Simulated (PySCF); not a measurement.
# CH2STe: the cost of one run

Computed with PySCF 2.14.0 and routines of our own; the level stands in each step. Atoms count from 0.

### 1 The system as given

5 atoms, charge 0, multiplicity 1; geometry from: GFN2-xTB.

### 2 Optimising the geometry at PBE0-D3(BJ)/def2-SVP

Job settings and geometry (Å):

```
{"job": {"xc": "PBE0", "basis": "def2-SVP", "d3": "d3bj", "grid": 1, "maxiter": 30, "shake": 0.01, "kind": "geom"}, "charge": 0, "multiplicity": 1}
S      1.255700    -0.609370     0.056340
C     -0.460060    -0.302640    -0.030660
Te    -1.442760     1.430250    -0.070620
H      1.658590     0.695470     0.079720
H     -0.977890    -1.247670    -0.072680
```

The run is started by

```sh
OMP_NUM_THREADS=1 python heavy_run.py task.json out
```

One launch serves the whole session: the jobs run in the order shown.

**Question.** How long does this first job take on 1 thread of Arm Neoverse V2, shared host, and how much memory does it need?

About 12 s, with a peak of 0.31 GiB.
